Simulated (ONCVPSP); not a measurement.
# Cu: the cost of one run

Program: ONCVPSP 4.0.1.1 (patched build). Reference atom: PBE, scalar-relativistic, spherical and spin-unpolarised. All values are calculated.

## (1) Starting point

Typed settings, in words:

```json
{
 "element": "copper (Cu, Z = 29)",
 "type": "optimised norm-conserving Vanderbilt (ONCV)",
 "frozen core": "[Ne]",
 "valence charge": "19",
 "reference configuration": "3s2 3p6 3d10 4s1",
 "partial waves": "3s+4s: rc 1.00 bohr, ncon 4, nbas 7, qcut 11.2 1/bohr, 2 projectors; 3p: rc 0.75 bohr, ncon 4, nbas 8, qcut 11.3 1/bohr, 2 projectors, debl 2.8 Ha; 3d: rc 0.90 bohr, ncon 3, nbas 8, qcut 19 1/bohr, 2 projectors, debl 0.5 Ha; f scattering state at 0.23 Ha: rc 0.85 bohr, ncon 3, nbas 7, qcut 11.3 1/bohr, 2 projectors, debl 1.2 Ha",
 "local potential": "polynomial inside 0.75 bohr (lpopt 5, dvloc0 0 Ha)",
 "core correction": "not asked for"
}
```

The nodes and maxima of the atom's own shells, from an earlier all-electron run, set the scale for the radii.

All-electron outer shells of the reference configuration (PBE, scalar-relativistic, ld1.x):

```tsv
shell	level (eV)	outermost node (bohr)	outermost maximum (bohr)
2p	-916.98	–	0.16
3s	-114.70	0.29	0.61
3p	-72.14	0.26	0.62
3d	-5.04	–	0.60
4s	-4.61	0.89	2.27
4p	-0.70	0.97	3.65
```

## (2) Generating the potential

Input file Cu.dat:

```
# ATOM AND REFERENCE CONFIGURATION
# atsym  z   nc   nv     iexc    psfile
  Cu 29.00    3    4        4      upf
#
#   n    l    f
    1    0    2.00
    2    0    2.00
    2    1    6.00
    3    0    2.00
    3    1    6.00
    3    2   10.00
    4    0    1.00
#
# PSEUDOPOTENTIAL AND OPTIMIZATION
# lmax
    3
#
#   l,   rc,      ep,       ncon, nbas, qcut
    0    1.00    0.00    4    7   11.20
    1    0.75    0.00    4    8   11.30
    2    0.90    0.00    3    8   19.00
    3    0.85    0.23    3    7   11.30
#
# LOCAL POTENTIAL
# lloc, lpopt,  rc(5),   dvloc0
    4    5    0.75    0.00
#
# VANDERBILT-KLEINMAN-BYLANDER PROJECTORs
# l, nproj, debl
    0    2    3.30
    1    2    2.80
    2    2    0.50
    3    2    1.20
#
# MODEL CORE CHARGE
# icmod, fcfact, rcfact
    0    0.00    0.00
#
# LOG DERIVATIVE ANALYSIS
# epsh1, epsh2, depsh
   -6.00    5.00    0.04
#
# OUTPUT GRID
# rlmax, drl
    6.00    0.01
#
# TEST CONFIGURATIONS
# ncnf
    4
# nvcnf
#   n    l    f
    4
    3    0    2.00
    3    1    6.00
    3    2   10.00
    4    0    0.00
#
    4
    3    0    2.00
    3    1    6.00
    3    2    9.00
    4    0    0.00
#
    4
    3    0    2.00
    3    1    6.00
    3    2    8.00
    4    0    0.00
#
    4
    3    0    2.00
    3    1    5.00
    3    2   10.00
    4    0    1.00
#
```

The run is started by

```console
$ oncvpsp.x < Cu.dat > Cu.out
```

**Question.** How long does this run take on 1 thread of AMD EPYC 9R45, shared host?

About 3.5 s.
